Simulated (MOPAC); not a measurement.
**PM6-D3H4X run of C2H8InN (SMILES C[NH][InH][CH3])**

Aim: the vertical ionisation energy of C2H8InN at PM6-D3H4X, from 2 runs. 

The results are computed with MOPAC 23.2.5.

11 further runs of the same task are left out: 4 that didn't finish, 7 set aside as unsound or not needed.

## Step 1: The structure to begin with

C2H8InN: 12 atoms, total charge 0, spin state singlet. SMILES: `C[NH][InH][CH3]`. Geometry: optimised at PM6-D3H4X. This is one conformer, not always the lowest.

Bond lengths: C1–N2 1.479 Å, N2–In3 2.135 Å, In3–C4 2.135 Å, C1–H5 1.116 Å, C1–H6 1.122 Å, C1–H7 1.119 Å, N2–H8 1.013 Å, In3–H9 1.836 Å, C4–H10 1.099 Å, C4–H11 1.097 Å, C4–H12 1.098 Å. Some angles: C1–N2–In3 114.0°, N2–In3–C4 112.2°, C1–N2–H8 111.0°, In3–N2–H8 109.5°, N2–C1–H5 114.0°, N2–C1–H6 107.9°, N2–C1–H7 107.8°, N2–In3–H9 121.3°, C4–In3–H9 126.4°, In3–C4–H10 107.8°.

## Step 2: The harmonic vibrations at PM6-D3H4X

Input file calc.mop:

```
PM6-D3H4X THERMO(298,398,100) FORCE AUX(PRECISION=6) THREADS=1
C2H8InN frequencies

C     -0.658064 +1     2.148120 +1     0.318960 +1
N     -0.690382 +1     0.856411 +1    -0.399782 +1
In     0.935309 +1    -0.443483 +1     0.074221 +1
C      0.423136 +1    -2.501233 +1    -0.176143 +1
H     -0.789027 +1     2.055541 +1     1.423723 +1
H     -1.475525 +1     2.794567 +1    -0.095431 +1
H      0.323252 +1     2.638434 +1     0.098543 +1
H     -1.566415 +1     0.373954 +1    -0.238689 +1
H      2.576102 +1     0.219068 +1     0.563005 +1
H     -0.487177 +1    -2.547849 +1    -0.789232 +1
H      0.252671 +1    -2.923875 +1     0.822177 +1
H      1.264509 +1    -2.996430 +1    -0.678116 +1
```

Launch:

```console
mopac calc.mop
```

calc.out:

```text
MOPAC v23.2.5
PM6-D3H4X CALCULATION RESULTS
[...]
           Empirical Formula: C2 H8 N In  =    12 atoms
      MOLECULAR POINT GROUP   :   C1
[...]
 DIPOLE           X         Y         Z       TOTAL
 POINT-CHG.    -1.163     2.668    -0.230     2.920
 HYBRID         0.285    -0.901     1.214     1.539
 SUM           -0.878     1.767     0.984     2.205
          GRADIENT NORM =   0.09852
[...]
          ZERO POINT ENERGY      56.679 KCAL/MOL
[...]
 FREQUENCY             7.24         C  4 -- H 12         +32.8% (999.0%)      0.4%
[...]
 FREQUENCY            55.93         C  1 -- N  2         +18.6% (999.0%)      0.0%
[...]
 FREQUENCY          2703.12         C  4 -- H 11         +58.7% ( 79.5%)     99.0%
[...]
 FREQUENCY          2820.13         N  2 -- H  8         +85.2% ( 91.9%)     99.8%
[...]
 FREQUENCY          2826.95         C  1 -- H  7         +33.5% ( 55.0%)     98.3%
[...]
 FREQUENCY          2873.16         C  4 -- H 12         +33.7% ( 54.5%)     98.5%
[...]
   TEMP. (K)   PARTITION FUNCTION   H.O.F.    ENTHALPY  HEAT CAPACITY ENTROPY
                                   KCAL/MOL   CAL/MOLE    CAL/K/MOL  CAL/K/MOL
 298.00  VIB.     0.1254D+04                  3036.8800    18.1292    24.3682
         ROT.     0.1354D+06                   888.2803     2.9808    26.4609
         INT.     0.1698D+09                  3925.1603    21.1100    50.8291
         TRA.     0.1973D+28                  1480.4672     4.9680    41.1337
         TOT.                       55.573    5405.6275    26.0780    91.9628
 298.00  VIB.     0.1254D+04                  3036.8800    18.1292    24.3682
         ROT.     0.1354D+06                   888.2803     2.9808    26.4609
[...]
           FORCE CONSTANT IN CARTESIAN COORDINATES (Millidynes/A)
    ATOM   CHEMICAL       X               Y               Z
   NUMBER   SYMBOL  FORCE CONSTANT  FORCE CONSTANT  FORCE CONSTANT
      1       C        7.455500        6.200542        6.121177
      2       N        7.701357        4.831628        3.571454
      3      In        4.587058        5.848224        1.996988
      4       C        4.936879        5.899505        5.615542
      5       H        1.334631        1.130301        3.014502
      6       H        1.132731        3.706141        0.663284
      7       H        1.142682        1.608850        2.802464
      8       H        1.533642        1.675877        2.567019
      9       H        0.928474        2.389639        0.769626
     10       H        0.953126        3.860664        0.627144
[...]
 * JOB ENDED NORMALLY *
[...]
```

Run time: 0.34 s. Hardware: 1 thread of AMD EPYC 7R43 (Zen 3), shared host.

## Step 3: The doublet cation: the energy at PM6-D3H4X

Input file input.mop:

```
disp charge=1 uhf 1scf pm6-d3h4x threads=1 aux(precision=6)
C2H8InN, PM6-D3H4X

C     -0.658064 +1     2.148120 +1     0.318960 +1
N     -0.690382 +1     0.856411 +1    -0.399782 +1
In     0.935309 +1    -0.443483 +1     0.074221 +1
C      0.423136 +1    -2.501233 +1    -0.176143 +1
H     -0.789027 +1     2.055541 +1     1.423723 +1
H     -1.475525 +1     2.794567 +1    -0.095431 +1
H      0.323252 +1     2.638434 +1     0.098543 +1
H     -1.566415 +1     0.373954 +1    -0.238689 +1
H      2.576102 +1     0.219068 +1     0.563005 +1
H     -0.487177 +1    -2.547849 +1    -0.789232 +1
H      0.252671 +1    -2.923875 +1     0.822177 +1
H      1.264509 +1    -2.996430 +1    -0.678116 +1
```

Launch:

```console
mopac input.mop
```

input.out, cut to the lines that bear on the results:

```text
MOPAC v23.2.5
PM6-D3H4X CALCULATION RESULTS
[...]
           Empirical Formula: C2 H8 N In  =    12 atoms
      MOLECULAR POINT GROUP   :   C1
[...]
     SCF FIELD WAS ACHIEVED
[...]
                              SUM =        237.37536 KCAL/MOL = FINAL HEAT OF FORMATION
          TOTAL ENERGY            =       -578.34326 EV
          ELECTRONIC ENERGY       =      -1920.50882 EV
          CORE-CORE REPULSION     =       1342.16557 EV
          COSMO AREA              =        132.82 SQUARE ANGSTROMS
          COSMO VOLUME            =        118.50 CUBIC ANGSTROMS
          IONIZATION POTENTIAL    =         15.796273 EV
          ALPHA SOMO LUMO (EV)    =        -15.827 -4.566
          BETA  SOMO LUMO (EV)    =        -15.796 -7.137
          NO. OF ALPHA ELECTRONS  =         12
          NO. OF BETA  ELECTRONS  =         11
          MOLECULAR WEIGHT        =        160.9119         POINT GROUP:  C1
[...]
                             CARTESIAN COORDINATES
   1    C       -0.658064000     2.148120000     0.318960000
[...]
              NET ATOMIC CHARGES AND DIPOLE CONTRIBUTIONS
  ATOM NO.   TYPE          CHARGE      No. of ELECS.   s-Pop       p-Pop
    1          C          -0.420968        4.4210     1.11465     3.30632
    2          N          -0.107643        5.1076     1.59129     3.51635
    3         In           0.456880        2.5431     1.12323     1.41989
    4          C          -0.586458        4.5865     1.11636     3.47010
    5          H           0.233666        0.7663     0.76633
    6          H           0.226828        0.7732     0.77317
    7          H           0.215613        0.7844     0.78439
    8          H           0.245643        0.7544     0.75436
    9          H           0.179851        0.8201     0.82015
   10          H           0.173404        0.8266     0.82660
   11          H           0.186875        0.8131     0.81312
   12          H           0.196308        0.8037     0.80369
 DIPOLE           X         Y         Z       TOTAL
 POINT-CHG.    -1.055     3.729     1.291     4.085
 HYBRID        -1.890     0.249    -0.467     1.963
 SUM           -2.946     3.978     0.824     5.018
[...]
                    (S**2)  =    0.762663
[...]
 * JOB ENDED NORMALLY *
[...]
```

It took 0.06 s on 1 thread of AMD EPYC 7R43 (Zen 3), shared host.

## Step 4: Summary of results

Level: PM6-D3H4X.

```
                                          quantity           value
               run 2, PM6-D3H4X: heat of formation   55.6 kcal/mol
      run 2, PM6-D3H4X: lowest harmonic wavenumber          7 cm⁻¹
     run 2, PM6-D3H4X: highest harmonic wavenumber       2873 cm⁻¹
               run 2, PM6-D3H4X: zero-point energy    237.1 kJ/mol
                      doublet cation: total energy    -21.25372 Eh
        doublet cation: HOMO energy (over α and β)       -15.80 eV
        doublet cation: LUMO energy (over α and β)        -7.14 eV
                 doublet cation: dispersion energy    -2.71 kJ/mol
                 doublet cation: heat of formation  237.4 kcal/mol
                              doublet cation: ⟨S²⟩           0.763
vertical ionisation energy (to the doublet cation)        7.884 eV
```

The vertical ionisation energy comes to 7.88 eV (761 kJ/mol). All 30 modes (run 2, PM6-D3H4X) are real, though the softest (7 cm⁻¹) is within numerical noise.
